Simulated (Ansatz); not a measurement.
**C₂H₉InOSi: small, medium and large basis sets**

An exercise on one series of results from a longer session: the logs are not shown, and one member is left open.

Program: Ansatz 0.2.0, Gaussian basis. Level of theory: one geometry, several basis sets. These are calculated values, not measurements.

The runs, in order: PBE0-D4/def2-SVP; ωB97M-V/def2-SVP; PBE0-D4/def2-QZVPP; ωB97M-V/def2-QZVPP; the functionals' def2-TZVPP values are taken from earlier runs.

### The relaxed structure

An earlier PBE0-D4 in a triple-zeta def2 set relaxation fixed the geometry. In takes the def2 core potential; no spin-orbit term is included.

SMILES `[CH3][In]([CH3])[O][SiH3]`, 14 atoms, charge 0, spin multiplicity 1.

Atoms are counted from 1 here; the program's logs count them from 0.

Bond lengths: C1–In2 2.131 Å, C1–H6 1.091 Å, C1–H7 1.089 Å, C1–H8 1.091 Å, In2–C3 2.136 Å, In2–O4 2.016 Å, C3–H9 1.090 Å, C3–H10 1.089 Å, C3–H11 1.092 Å, O4–Si5 1.616 Å, Si5–H12 1.492 Å, Si5–H13 1.493 Å, Si5–H14 1.498 Å. Angles: In2–C1–H6 110.9°, In2–C1–H7 108.2°, In2–C1–H8 110.3°, H6–C1–H7 109.7°, H6–C1–H8 108.3°, H7–C1–H8 109.4°, C1–In2–C3 142.3°, C1–In2–O4 107.5°, C3–In2–O4 110.2°, In2–C3–H9 108.9°, In2–C3–H10 112.0°, In2–C3–H11 108.9°, H9–C3–H10 109.8°, H9–C3–H11 108.2°, H10–C3–H11 109.0°, In2–O4–Si5 139.0°, O4–Si5–H12 111.2°, O4–Si5–H13 111.5° and more.

Coordinates:

```csv
atom,x (Å),y (Å),z (Å)
C1,-2.4649,1.0871,0.6068
In2,-0.4250,0.6693,0.1524
C3,1.4650,1.6148,-0.1541
O4,-0.2442,-1.3288,-0.0452
Si5,0.8908,-2.4203,-0.4071
H6,-2.5467,1.6892,1.5124
H7,-2.9840,0.1397,0.7475
H8,-2.9304,1.6362,-0.2131
H9,1.9580,1.1489,-1.0079
H10,1.3618,2.6855,-0.3263
H11,2.0876,1.4551,0.7282
H12,0.4382,-3.3244,-1.5044
H13,1.2263,-3.2718,0.7724
H14,2.1673,-1.7806,-0.8616
```

Set-up of the first run:

The input, in.yaml:

```yaml
crystal:
  periodic: [false, false, false]
  atoms:
    - {symbol: C, position_ang: [-2.464855, 1.087109, 0.606815]}
    - {symbol: In, position_ang: [-0.425041, 0.669257, 0.152353]}
    - {symbol: C, position_ang: [1.465042, 1.614823, -0.154101]}
    - {symbol: O, position_ang: [-0.244152, -1.328784, -0.045220]}
    - {symbol: Si, position_ang: [0.890831, -2.420347, -0.407100]}
    - {symbol: H, position_ang: [-2.546679, 1.689217, 1.512439]}
    - {symbol: H, position_ang: [-2.983978, 0.139724, 0.747542]}
    - {symbol: H, position_ang: [-2.930395, 1.636196, -0.213114]}
    - {symbol: H, position_ang: [1.957955, 1.148949, -1.007906]}
    - {symbol: H, position_ang: [1.361839, 2.685531, -0.326337]}
    - {symbol: H, position_ang: [2.087582, 1.455131, 0.728212]}
    - {symbol: H, position_ang: [0.438246, -3.324435, -1.504404]}
    - {symbol: H, position_ang: [1.226262, -3.271773, 0.772387]}
    - {symbol: H, position_ang: [2.167341, -1.780597, -0.861575]}
basis:
  gaussian: {orbitals: def2-SVP}
hamiltonian: {xc: pbe0, dispersion: d4}
output: {orbitals: {seedname: orbitals}}
```

Started as:

```bash
ansatz run in.yaml --threads 2 --pin off --events-out ev --progress --plain --max-ram 32768MiB --backend cpu
```

Steps of the session up to this table: PBE0-D4 in def2-SVP; ωB97M-V in def2-SVP; PBE0-D4 in def2-QZVPP; ωB97M-V in def2-QZVPP.

One table of the session follows, with a row left open; its other results are not shown here.

It belongs to the step «Functionals by basis». 

| functional | basis | HOMO (eV) |
| --- | --- | --- |
| PBE0-D4 | def2-SVP | -7.44 |
| PBE0-D4 | def2-TZVPP | -7.52 |
| PBE0-D4 | def2-QZVPP | -7.54 |
| ωB97M-V | def2-SVP | -9.64 |
| ωB97M-V | def2-TZVPP | -9.74 |
| ωB97M-V | def2-QZVPP | ? |

Estimate the missing values for ωB97M-V, def2-QZVPP.

As computed: HOMO (eV): -9.75. In the column «HOMO (eV)» it is the lowest.
